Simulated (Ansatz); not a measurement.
# C₂H₇BFN: a ladder of functionals and wavefunction methods

The task here is to estimate one member of a computed series from the others.

Computed with Ansatz 0.2.0, Gaussian basis. Level: functionals in def2-TZVPP, the program's frozen cores in correlated methods.

Plan: PBE-D4, r2SCAN-D4, PBE0-D4, B3LYP-D4, ωB97X-V, ωB97M-V, B2PLYP; CCSD(T)/def2-TZVPP; MP2/def2-QZVPP; extrapolation to the limit.

**Structure used throughout**

All runs share one geometry, relaxed beforehand with PBE0-D4 in a triple-zeta def2 set.

12 atoms, charge 0, spin multiplicity 1.

Atoms are counted from 1 here; the program's logs count them from 0.

Bond lengths: C1–B2 1.584 Å, C1–H6 1.095 Å, C1–H7 1.094 Å, C1–H8 1.096 Å, B2–C3 1.556 Å, B2–N4 1.656 Å, B2–H9 1.200 Å, C3–N4 1.490 Å, C3–F5 1.365 Å, C3–H10 1.089 Å, N4–H11 1.010 Å, N4–H12 1.010 Å. Angles: B2–C1–H6 109.9°, B2–C1–H7 112.3°, B2–C1–H8 113.6°, H6–C1–H7 106.6°, H6–C1–H8 106.6°, H7–C1–H8 107.5°, C1–B2–C3 120.3°, C1–B2–N4 115.2°, C1–B2–H9 121.5°, C3–B2–N4 55.2°, C3–B2–H9 116.0°, N4–B2–H9 108.6°, B2–C3–N4 65.8°, B2–C3–F5 123.8°, B2–C3–H10 124.0°, N4–C3–F5 110.6°, N4–C3–H10 111.5°, F5–C3–H10 109.7° and more.

Set-up of the first run:

Input file in.yaml:

```yaml
crystal:
  periodic: [false, false, false]
  atoms:
    - {symbol: C, position_ang: [-1.449749, -0.475588, 0.501673]}
    - {symbol: B, position_ang: [0.093406, -0.141986, 0.624080]}
    - {symbol: C, position_ang: [0.714537, 1.017812, -0.206964]}
    - {symbol: N, position_ang: [0.970874, -0.339118, -0.765842]}
    - {symbol: F, position_ang: [1.889301, 1.635118, 0.112058]}
    - {symbol: H, position_ang: [-1.997074, -0.013559, 1.329383]}
    - {symbol: H, position_ang: [-1.647305, -1.550398, 0.557939]}
    - {symbol: H, position_ang: [-1.907876, -0.103890, -0.422523]}
    - {symbol: H, position_ang: [0.747824, -0.535122, 1.549825]}
    - {symbol: H, position_ang: [0.152392, 1.637449, -0.903451]}
    - {symbol: H, position_ang: [1.931158, -0.635822, -0.669768]}
    - {symbol: H, position_ang: [0.579611, -0.550296, -1.672413]}
basis:
  gaussian: {orbitals: def2-TZVPP}
hamiltonian: {xc: pbe, dispersion: d4}
output: {forces: true, orbitals: {seedname: orbitals}}
```

Run with:

```sh
ansatz run in.yaml --threads 4 --pin off --events-out ev --progress --plain --max-ram 10444MiB
```

Among the steps run: PBE-D4 (GGA); r2SCAN-D4 (meta-GGA); PBE0-D4 (hybrid); B3LYP-D4 (hybrid); ωB97X-V (range-separated); ωB97M-V (range-separated); B2PLYP (double hybrid); CCSD(T) in def2-TZVPP; MP2 in def2-QZVPP.

One table of the session follows, with a row left open; its other results are not shown here.

| method | atoms, summed (eV) | atomisation energy (eV) |
| --- | --- | --- |
| PBE-D4 | -7017.833 | 47.911 |
| r2SCAN-D4 | -7023.551 | 46.830 |
| PBE0-D4 | -7019.348 | 47.023 |
| B3LYP-D4 | -7027.941 | 46.804 |
| ωB97X-V | ? | ? |
| ωB97M-V | -7024.322 | 46.946 |
| B2PLYP | -7022.379 | 46.268 |
| HF/def2-TZVPP | -6999.599 | 33.848 |
| MP2/def2-TZVPP | -7012.344 | 46.149 |
| CCSD/def2-TZVPP | -7014.784 | 44.741 |
| CCSD(T)/def2-TZVPP | -7015.085 | 45.400 |
| MP2/CBS | -7014.789 | 47.279 |
| CCSD(T)/CBS | -7017.531 | 46.530 |

Estimate the missing values for ωB97X-V.

The run gave: atoms, summed (eV): -7025.187; atomisation energy (eV): 46.842. In the column «atoms, summed (eV)» it lies between B3LYP-D4 (-7027.941) and ωB97M-V (-7024.322).
